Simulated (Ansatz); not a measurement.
# SiGeHO (quartet): from Hartree-Fock to the top rungs, cc-pVDZ

An exercise on one series of results from a longer session: the logs are not shown, and one member is left open.

Program: Ansatz 0.2.0, Gaussian basis. Level of theory: cc-pVDZ, core rule «outside noble gas», up to 20 orbitals frozen. These are calculated values, not measurements.

The runs, in order: UHF; CCSD(T) on ROHF; CCSD(T) on UHF; BCCD(T) on ROHF; CISD as a restricted active space (open shells left free, so some higher excitations enter); CCSDT(Q) on ROHF; CCSDT(Q) on UHF.

28 further runs of the same task are left out: 13 that didn't finish, 15 set aside as unsound or not needed. Runs told in other sessions of the task aren't counted.

### What is computed

The geometry is a PBE0/def2-TZVP stationary point (not a proven minimum). No spin-orbit coupling is included. The filled d shell of Ge may be among the frozen orbitals whatever the setting's name suggests.

4 atoms, charge 0, spin multiplicity 4.

Atoms are counted from 1 here; the program's logs count them from 0.

Bond lengths: Ge1–Si2 2.367 Å, Ge1–H4 1.571 Å, Si2–O3 1.578 Å. Angles: Si2–Ge1–H4 126.9°, Ge1–Si2–O3 76.8°.

Geometry (Å):

```xyz
4

Ge    0.0000   -0.0410    0.8516
Si    0.0000    0.6188   -1.4219
O     0.0000   -0.9568   -1.5032
H     0.0000    0.9028    2.1070
```

The first run:

Contents of in.yaml:

```yaml
crystal:
  periodic: [false, false, false]
  atoms:
    - {symbol: Ge, position_ang: [0.000000, -0.041029, 0.851607]}
    - {symbol: Si, position_ang: [0.000000, 0.618777, -1.421905]}
    - {symbol: O, position_ang: [0.000000, -0.956801, -1.503152]}
    - {symbol: H, position_ang: [0.000000, 0.902764, 2.107007]}
basis:
  gaussian: {orbitals: cc-pVDZ}
magnetization: {spin_polarized: true, initial_magnetization: 3}
hamiltonian: {xc: hf}
output: {orbitals: {seedname: orbitals}}
```

Run with:

```sh
$ ansatz run in.yaml --threads 1 --pin off --events-out ev --progress --plain --max-ram 2393MiB
```

Steps of the session up to this table: UHF; CCSD(T) on ROHF; CCSD(T) on UHF; BCCD(T) on ROHF; CISD as a restricted active space (open shells left free, so some higher excitations enter); CCSDT(Q) on ROHF; CCSDT(Q) on UHF.

One table of the session follows, with a row left open; its other results are not shown here.

| method | from UCCSDT(Q) (meV) |
| --- | --- |
| ROHF | +10173.0 |
| UHF | +9792.8 |
| RMP2 | +1627.5 |
| UMP2 | ? |
| CISD | +1698.7 |
| RCCSD | +506.1 |
| UCCSD | +473.9 |
| RCCSD(T) | +125.0 |
| UCCSD(T) | +112.8 |
| BCCD(T) | +106.8 |
| RCCSDT | +67.5 |
| UCCSDT | +53.1 |
| RCCSDT(Q) | +14.0 |
| UCCSDT(Q) | 0 |

Q: Estimate the row for UMP2 from the others.

As computed: from UCCSDT(Q) (meV): +1592.3. In the column «from UCCSDT(Q) (meV)» it lies between RCCSD (+506.1) and RMP2 (+1627.5).

With the free atoms at the same levels and basis (separate runs), the atomisation energy is 8.590 eV at UCCSDT(Q), 8.501 eV at RCCSD(T), 8.501 eV at UCCSD(T), 5.285 eV at ROHF.

Caveats from the session: Restricted and unrestricted rows rest on different reference determinants; a gap between their highest levels can come from leftover correlation error, from unlike frozen cores or from another state.
